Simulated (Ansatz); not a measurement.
# Zr3Zn: the cost of one run

Method: DFT PBEsol, scalar-relativistic, plane waves, PAW, in Ansatz 0.2.0.

1 further run of the same task is left out (set aside as unsound or not needed).

## (1) The structure to begin with

The structure is tetragonal, space group I4/mmm (No. 139). Conventional cell: a = 4.280 Å, b = 4.280 Å, c = 8.982 Å, α = 90.00°, β = 90.00°, γ = 90.00°. Zr (site symmetry -4m2) is surrounded by 8 Zr at 3.03 to 3.10 Å and 4 Zn at 3.10 Å. Zr (site symmetry 4/mmm) has 4 Zn at 3.03 Å and 8 Zr at 3.10 Å as nearest neighbours. Zn (site symmetry 4/mmm) has 12 Zr at 3.03 to 3.10 Å as nearest neighbours.

As a file:

```cif
data_structure
_symmetry_space_group_name_H-M 'P 1'
_symmetry_Int_Tables_number 1
_cell_length_a 5.4157
_cell_length_b 5.4157
_cell_length_c 5.4157
_cell_angle_alpha 133.446
_cell_angle_beta 133.446
_cell_angle_gamma 67.955
_cell_volume 82.28
loop_
_atom_site_label
_atom_site_type_symbol
_atom_site_fract_x
_atom_site_fract_y
_atom_site_fract_z
_atom_site_occupancy
Zr1 Zr 0.75000 0.25000 0.50000 1
Zr2 Zr 0.25000 0.75000 0.50000 1
Zr3 Zr 0.50000 0.50000 0.00000 1
Zn1 Zn 0.00000 0.00000 0.00000 1
```

The structure comes from the Materials Project (structure only).

(A quick probe on a coarse mesh, which set the mesh and smearing, is not shown.)

## (3) Full relaxation

input.yaml

```yaml
crystal:
  lattice:
    - [-2.14017787, 2.14017787, 4.49100521]
    - [2.14017787, -2.14017787, 4.49100521]
    - [2.14017787, 2.14017787, -4.49100521]
  atoms:
    - { symbol: Zr, position: [0.75, 0.25, 0.5] }
    - { symbol: Zr, position: [0.25, 0.75, 0.5] }
    - { symbol: Zr, position: [0.5, 0.5, 0.0] }
    - { symbol: Zn, position: [0.0, 0.0, 0.0] }
basis:
  ecutwfc: 420
kpoints:
  mp_grid: { grid: [14, 14, 14] }
hamiltonian:
  xc: pbesol
scf:
  occupations: { method: gaussian, width: 0.1 }
output:
  forces: true
  stress: true
  eigenvalues: true
relax:
  adjacent_minimum: "off"
  f_tol: 0.005
  max_steps: 80
  cell: { stress_tol: 0.05 }
```

Started as:

```sh
$ ansatz run input.yaml --threads 2 --pin off --max-ram 5120MiB --backend cpu --events-out ev --progress --plain --runs-dir out
```

What time and memory should one allow on 2 threads of Arm Neoverse V2, shared host?

About 83 s, with a peak of 0.73 GiB.
